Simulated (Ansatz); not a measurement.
# Ge2H4O2 (cyclo-(H2GeO)2): the cost of one run

Computed with Ansatz 0.2.0, Gaussian basis. Level: the settings change from run to run.

### Step 1. The relaxed structure

An earlier PBE-D4/def2-SVP relaxation fixed the geometry.

8 atoms, charge 0, spin multiplicity 1.

Atoms are counted from 1 here; the program's logs count them from 0.

Bond lengths: Ge1–H2 1.552 Å, Ge1–H3 1.552 Å, Ge1–O4 1.833 Å, Ge1–O8 1.833 Å, O4–Ge5 1.833 Å, Ge5–H6 1.552 Å, Ge5–H7 1.552 Å, Ge5–O8 1.833 Å. Angles: H2–Ge1–H3 113.6°, H2–Ge1–O4 113.0°, H2–Ge1–O8 113.0°, H3–Ge1–O4 113.0°, H3–Ge1–O8 113.0°, O4–Ge1–O8 88.9°, Ge1–O4–Ge5 91.1°, O4–Ge5–H6 113.0°, O4–Ge5–H7 113.0°, O4–Ge5–O8 88.9°, H6–Ge5–H7 113.6°, H6–Ge5–O8 113.0°, H7–Ge5–O8 113.0°, Ge1–O8–Ge5 91.1°.

### Step 2. wPBEh/def2-TZVP

This run has charge -1, multiplicity 2, atoms shaken by 0.08 Å.

File in.yaml:

```yaml
crystal:
  periodic: [false, false, false]
  atoms:
    - {symbol: Ge, position_ang: [-0.604827, -0.487327, 1.015703]}
    - {symbol: H, position_ang: [-1.201924, -1.807345, 1.136554]}
    - {symbol: H, position_ang: [-0.728209, 0.366789, 2.348268]}
    - {symbol: O, position_ang: [1.087836, -0.498401, 0.445516]}
    - {symbol: Ge, position_ang: [0.630818, 0.387178, -1.076021]}
    - {symbol: H, position_ang: [0.871448, -0.348273, -2.387398]}
    - {symbol: H, position_ang: [1.259485, 1.860653, -1.202151]}
    - {symbol: O, position_ang: [-1.168599, 0.594191, -0.417844]}
basis:
  gaussian: {orbitals: def2-TZVP}
total_charge: -1
magnetization: {spin_polarized: true, initial_magnetization: 1}
hamiltonian: {xc: {name: wPBEh}}
scf: {omitted_lower_state_checks: [starts]}
output: {forces: true}
```

Run with:

```console
> ansatz run in.yaml --threads 4 --pin off --events-out ev --progress --plain --max-ram 3916MiB
```

Q: Estimate wall time and peak memory on 4 threads of Intel Xeon 6975P-C, shared host.

About 3.6 s, with a peak of 0.78 GiB.
